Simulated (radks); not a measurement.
# Li in [He] 2s0.5 2p0.5: an all-electron calculation

Aim: the levels, the sizes of the orbitals and the parts of the energy of neutral lithium.

Method: scalar-relativistic Kohn-Sham, PW91, spin-polarised, spherical densities, point nucleus; open shells are filled with parallel spins first. Code: radks (a radial shooting solver on a logarithmic mesh, Libxc functionals) version 1.

### 1 The system

* element: lithium (Z = 3)
* charge: 0
* electrons: 3
* configuration: [He] 2s0.5 2p0.5

### 2 The calculation

Settings of this run:

```text
Z 3
configuration [He] 2s0.5 2p0.5 3s0 3p0 3d0
relativity scalar-relativistic
functional pw91,pw91
spin polarised
nucleus point
c 137.035999084
```

What does the calculation give?

**Answer**, as computed:

| quantity | value |
| --- | --- |
| total energy | -7.44051 hartree |
| exchange-correlation share of it | 24.16 % |
| −T/E | 0.9939 |
| highest occupied level | 2p up, -1.588 eV |
| most extended occupied level | 2p up, <r> = 4.73 bohr |
| radius at density 0.001 e/bohr³ | 4.11 bohr |
| maxima of the radial density | 2 |

What this shows: 2 principal shells are occupied and 2 maxima appear in the radial density. This is not the tabulated ground configuration, so its levels and sizes aren't those of the ground state, and no measured value stands beside it.
